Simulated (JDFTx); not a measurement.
# FeO (I4/mmm) in JDFTx: reference runs

Aim: a first look at FeO with PBEsol, on the cell as given.

Program: JDFTx 1.7.0 (patched build). These are calculated values, not measurements. Logs are shortened: lines on timing, memory, paths and dates and some standing lists are left out, and cuts for length are marked. The log counts tension as positive stress, the text compression.

### 1 The structure

The structure is tetragonal, space group I4/mmm (No. 139). The conventional cell has a = 3.204 Å, b = 3.204 Å, c = 4.167 Å, α = 90.00°, β = 90.00°, γ = 90.00°. Fe (site symmetry 4/mmm) is surrounded by 6 O at 2.08 to 2.27 Å. O (site symmetry 4/mmm) has 6 Fe at 2.08 to 2.27 Å as nearest neighbours.

The cell comes from a database or a generator and needn't be the stable form of this composition.

### 2 Single point, PBEsol, collinear spin, ferromagnetic start

Input file FeO.in:

```
lattice \
   -3.0275366739     3.0275366739     3.0275366739 \
    3.0275366739    -3.0275366739     3.0275366739 \
    3.9370407627     3.9370407627    -3.9370407627
coords-type Lattice
ion Fe     0.0000000000     0.0000000000     0.0000000000 1
ion O      0.5000000000     0.5000000000     0.0000000000 1

ion-species pseudo/Fe.upf
ion-species pseudo/O.upf
elec-cutoff 45 360
elec-ex-corr gga-PBEsol
kpoint-folding 12 12 12
elec-smearing Fermi 0.0018374661
elec-n-bands 19
spintype z-spin
initial-magnetic-moments Fe 3
elec-initial-magnetization 3 no
electronic-SCF nIterations 100 energyDiffThreshold 1e-09
electronic-minimize nIterations 30 energyDiffThreshold 1e-7
converge-empty-states yes
forces-output-coords Cartesian

dump-name run.$VAR
dump End Ecomponents EigStats BandEigs Kpoints Forces Stress ElecDensity Dtot
```

Potentials or basis: PseudoDojo-SR-PBEsol-0.4.1-standard with smoothed tails.

Started as:

```bash
$ jdftx -c 1 -i FeO.in -o FeO.out
```

Output:

```text
*************** JDFTx 1.7.0 (patched build) ***************

Input parsed successfully to the following command list (including defaults):
[... the input with its defaults ...]

---------- Setting up symmetries ----------

Found 16 point-group symmetries of the bravais lattice
Found 16 space-group symmetries with basis
Applied RMS atom displacement 0 bohrs to make symmetries exact.

---------- Initializing the Grid ----------
R =
[     -3.02754      3.02754      3.02754  ]
[      3.02754     -3.02754      3.02754  ]
[      3.93704      3.93704     -3.93704  ]
unit cell volume = 144.347
G =
[ 1.16949e-17    1.03767   0.797958  ]
[    1.03767 1.16949e-17   0.797958  ]
[    1.03767    1.03767 2.04554e-17  ]
Minimum fftbox size, Smin = [  52  52  52  ]
Chosen fftbox size, S = [  54  54  54  ]

---------- Initializing tighter grid for wavefunction operations ----------
R =
[     -3.02754      3.02754      3.02754  ]
[      3.02754     -3.02754      3.02754  ]
[      3.93704      3.93704     -3.93704  ]
unit cell volume = 144.347
G =
[ 1.16949e-17    1.03767   0.797958  ]
[    1.03767 1.16949e-17   0.797958  ]
[    1.03767    1.03767 2.04554e-17  ]
Minimum fftbox size, Smin = [  36  36  36  ]
Chosen fftbox size, S = [  36  36  36  ]

---------- Exchange Correlation functional ----------
Initalized PBEsol GGA exchange.
Initalized PBEsol GGA correlation.

---------- Setting up pseudopotentials ----------
Width of ionic core gaussian charges (only for fluid interactions / plotting) set to 0

Reading pseudopotential file 'pseudo/Fe.upf':
  'Fe' pseudopotential, 'PBESOL' functional
  Generated using ONCVPSP code by D. R. Hamann
  16 valence electrons, 4 orbitals, 6 projectors, 1001 radial grid points, with lMax = 2
    3S    l: 0   occupation:  2.0   eigenvalue: -3.445850
    3P    l: 1   occupation:  6.0   eigenvalue: -2.202177
    3D    l: 2   occupation:  6.0   eigenvalue: -0.276701
    4S    l: 0   occupation:  2.0   eigenvalue: -0.195171
  Core radius for overlap checks: 1.56 bohrs.

Reading pseudopotential file 'pseudo/O.upf':
  'O' pseudopotential, 'PBESOL' functional
  Generated using ONCVPSP code by D. R. Hamann
  6 valence electrons, 2 orbitals, 5 projectors, 936 radial grid points, with lMax = 2
    2S    l: 0   occupation:  2.0   eigenvalue: -0.874950
    2P    l: 1   occupation:  4.0   eigenvalue: -0.329796
  Core radius for overlap checks: 1.39 bohrs.

Initialized 2 species with 2 total atoms.

Folded 1 k-points by 12x12x12 to 1728 k-points.

---------- Setting up k-points, bands, fillings ----------
Reduced to 163 k-points under symmetry.
Computing the number of bands and number of electrons
Calculating initial fillings.
nElectrons:  22.000000   nBands: 19   nStates: 326

----- Setting up reduced wavefunction bases (one per k-point) -----
average nbasis = 2081.372 , ideal nbasis = 2081.237

---------- Setting up ewald sum ----------
Optimum gaussian width for ewald sums = 1.842543 bohr.
Real space sum over 1573 unit cells with max indices [  5  5  6  ]
Reciprocal space sum over 2197 terms with max indices [  6  6  6  ]

---------- Allocating electronic variables ----------
Initializing wave functions:  linear combination of atomic orbitals
Note: number of bands (19) exceeds available atomic orbitals (14)
Fe (M=3) pseudo-atom majority spin occupations:   s ( 1 0.5 )  p ( 3 )  d ( 5 )
Fe (M=3) pseudo-atom minority spin occupations:   s ( 1 0 )  p ( 3 )  d ( 2.5 )
O pseudo-atom occupations:   s ( 2 )  p ( 4 )
	FillingsUpdate:  mu: +1.107726896  nElectrons: 22.000000  magneticMoment: [ Abs: 0.18994  Tot: +0.18913 ]
LCAOMinimize: Iter:   0  F: -127.3286749888014100  |grad|_K:  1.211e-02  alpha:  1.000e+00
	FillingsUpdate:  mu: +1.003255358  nElectrons: 22.000000  magneticMoment: [ Abs: 0.32095  Tot: +0.32095 ]
LCAOMinimize: Iter:   1  F: -133.8723538380372418  |grad|_K:  1.719e-02  alpha:  3.087e-01  linmin: -2.019e-01  cgtest:  2.985e-01
LCAOMinimize: 	Step increased F by 2.838068e+00, reducing alpha to 1.190652e-02.
[... 24 lines of inner loops ...]
LCAOMinimize: Iter:  11  F: -137.8317947121384464  |grad|_K:  9.762e-07  alpha:  6.683e-01  linmin: -1.302e-03  cgtest:  3.731e-02
	FillingsUpdate:  mu: +0.499636963  nElectrons: 22.000000  magneticMoment: [ Abs: 4.00925  Tot: +4.00141 ]
LCAOMinimize: Iter:  12  F: -137.8317947608004772  |grad|_K:  4.239e-07  alpha:  8.667e-01  linmin:  1.853e-04  cgtest: -5.076e-03
LCAOMinimize: Converged (|Delta F|<1.000000e-06 for 2 iters).

-------- Electronic minimization -----------
Will mix electronic density at each iteration.
	FillingsUpdate:  mu: +0.499636963  nElectrons: 22.000000  magneticMoment: [ Abs: 4.00925  Tot: +4.00141 ]
	FillingsUpdate:  mu: +0.496584978  nElectrons: 22.000000  magneticMoment: [ Abs: 4.00925  Tot: +4.00141 ]
SCF: Cycle:  0   F: -137.855256812665033   dF: -2.346e-02   |Residual|: 5.635e-02   |deigs|: 6.734e-02
	FillingsUpdate:  mu: +0.490922138  nElectrons: 22.000000  magneticMoment: [ Abs: 4.01498  Tot: +4.00279 ]
SCF: Cycle:  1   F: -137.856911088568012   dF: -1.654e-03   |Residual|: 1.429e-02   |deigs|: 1.035e-02
	FillingsUpdate:  mu: +0.488797461  nElectrons: 22.000000  magneticMoment: [ Abs: 4.01586  Tot: +4.00180 ]
SCF: Cycle:  2   F: -137.856998291838380   dF: -8.720e-05   |Residual|: 8.570e-03   |deigs|: 2.779e-03
	FillingsUpdate:  mu: +0.489754275  nElectrons: 22.000000  magneticMoment: [ Abs: 4.01593  Tot: +4.00137 ]
SCF: Cycle:  3   F: -137.857039273532678   dF: -4.098e-05   |Residual|: 3.628e-03   |deigs|: 1.002e-03
	FillingsUpdate:  mu: +0.490084532  nElectrons: 22.000000  magneticMoment: [ Abs: 4.01684  Tot: +4.00147 ]
SCF: Cycle:  4   F: -137.857040648043494   dF: -1.375e-06   |Residual|: 1.406e-03   |deigs|: 3.916e-04
	FillingsUpdate:  mu: +0.490051074  nElectrons: 22.000000  magneticMoment: [ Abs: 4.01673  Tot: +4.00143 ]
SCF: Cycle:  5   F: -137.857040836996759   dF: -1.890e-07   |Residual|: 4.523e-04   |deigs|: 1.305e-04
	FillingsUpdate:  mu: +0.490045296  nElectrons: 22.000000  magneticMoment: [ Abs: 4.01658  Tot: +4.00143 ]
SCF: Cycle:  6   F: -137.857040860963508   dF: -2.397e-08   |Residual|: 1.959e-04   |deigs|: 9.860e-05
	FillingsUpdate:  mu: +0.490068510  nElectrons: 22.000000  magneticMoment: [ Abs: 4.01659  Tot: +4.00144 ]
SCF: Cycle:  7   F: -137.857040867348928   dF: -6.385e-09   |Residual|: 1.039e-04   |deigs|: 1.678e-04
	FillingsUpdate:  mu: +0.490063054  nElectrons: 22.000000  magneticMoment: [ Abs: 4.01660  Tot: +4.00143 ]
SCF: Cycle:  8   F: -137.857040870839143   dF: -3.490e-09   |Residual|: 3.740e-05   |deigs|: 1.345e-04
	FillingsUpdate:  mu: +0.490062870  nElectrons: 22.000000  magneticMoment: [ Abs: 4.01659  Tot: +4.00143 ]
SCF: Cycle:  9   F: -137.857040871261916   dF: -4.228e-10   |Residual|: 1.523e-05   |deigs|: 8.312e-05
	FillingsUpdate:  mu: +0.490063727  nElectrons: 22.000000  magneticMoment: [ Abs: 4.01659  Tot: +4.00143 ]
SCF: Cycle: 10   F: -137.857040871383248   dF: -1.213e-10   |Residual|: 5.291e-06   |deigs|: 1.801e-04
SCF: Converged (|Delta E|<1.000000e-09 for 2 iters).

Setting wave functions to eigenvectors of Hamiltonian
Converging empty states (this may take a while): |deigs|: 1.009e-03

# Stress tensor in Cartesian coordinates [Eh/a0^3]:
[  0.000606135            0            0  ]
[            0  0.000606135            0  ]
[            0            0  0.000486646  ]

# Ionic positions in lattice coordinates:
ion Fe   0.000000000000000   0.000000000000000   0.000000000000000 1
ion O   0.500000000000000   0.500000000000000   0.000000000000000 1

# Forces in Cartesian coordinates:
force Fe  -0.000000000000000   0.000000000000000  -0.000000000000000 1
force O  -0.000000000000000   0.000000000000000  -0.000000000000000 1

# Energy components:
   Eewald =      -92.7939561657017578
       EH =       38.7651982437735043
     Eloc =     -124.8263032078480848
      Enl =       -9.8757674577987000
      Exc =      -21.7365061695029809
 Exc_core =        3.8259818595271069
       KE =       68.7847832369859589
-------------------------------------
     Etot =     -137.8565696605649578
       TS =        0.0004712108182793
-------------------------------------
        F =     -137.8570408713832478

IonicMinimize: Iter:   0  F: -137.857040871383248  |grad|_K:  2.893e-42
IonicMinimize: Converged (|grad|_K<1.000000e-04).

#--- Lowdin population analysis ---
# oxidation-state Fe +1.146
# magnetic-moments Fe +3.640
# oxidation-state O -1.008
# magnetic-moments O +0.370

Dumping 'run.eigStats' ...
	eMin: -2.802669 at state 0 ( [ +0.000000 +0.000000 +0.000000 ] spin 1 )
	HOMO: +0.489760 at state 284 ( [ +0.166667 -0.333333 +0.500000 ] spin -1 )
	mu  : +0.490063
	LUMO: +0.490254 at state 182 ( [ +0.000000 +0.166667 -0.083333 ] spin -1 )
	eMax: +1.439335 at state 321 ( [ +0.416667 +0.416667 -0.416667 ] spin -1 )
	HOMO-LUMO gap: +0.000493
	Optical gap  : +0.004574 at state 309 ( [ +0.250000 -0.250000 +0.333333 ] spin -1 )
Done!
```

Wall time 7.2 min (1 thread of Intel Xeon Platinum 8488C (Sapphire Rapids), shared host); peak memory 0.58 GiB.

Results:

| Item | Value |
| --- | --- |
| Free energy | -3751.2812 eV |
| Pressure | -16.7 GPa |
| Band gap on the k mesh | none (metal or under the smearing width) |
| Net moment | 4.00 μB per cell |
| Absolute moment | 4.02 μB per cell |
| Site moments | Fe +3.64; O +0.37 μB |
| Loewdin charges | Fe +1.15; O -1.01 e |

Levels at points of the mesh, in eV from the Fermi level:
Spin up:
```csv
k point,band 11,band 12,band 13,band 14
"(0.00, 0.00, 0.00)",-3.77,-3.71,-3.71,-0.32
"(0.00, 0.00, 0.50)",-3.07,-3.07,-2.98,4.65
"(0.00, 0.50, 0.00)",-2.68,-0.98,-0.37,3.61
"(0.50, 0.50, 0.50)",-3.04,-3.04,-2.96,4.76
```
Spin down:
| k point | band 6 | band 7 | band 8 | band 9 | band 10 | band 11 | band 12 | band 13 |
| --- | --- | --- | --- | --- | --- | --- | --- | --- |
| (0.00, 0.00, 0.00) | -3.43 | -3.11 | -3.11 | -0.75 | -0.75 | -0.44 | -0.37 | 0.06 |
| (0.00, 0.00, 0.50) | -6.69 | -4.51 | -3.95 | -1.89 | 0.55 | 0.55 | 0.80 | 1.05 |
| (0.00, 0.50, 0.00) | -7.72 | -5.05 | -4.88 | 0.27 | 0.52 | 0.63 | 2.22 | 2.81 |
| (0.50, 0.50, 0.50) | -6.52 | -4.48 | -4.48 | -1.99 | 0.73 | 0.73 | 0.75 | 1.07 |

Caveat: the atomic charges don't sum to the cell's charge; so large a pressure means that the cell lies far from this level's equilibrium, or that cutoff or potentials fall short; a cell with one magnetic atom can't hold antiferromagnetic order, which such compounds often take; semilocal functionals often make such compounds metallic where correlation or magnetic order opens a gap, which also shifts bond lengths. With open d or f shells a metallic result of PBEsol can be an artefact of self-interaction; +U or a hybrid may open a gap.
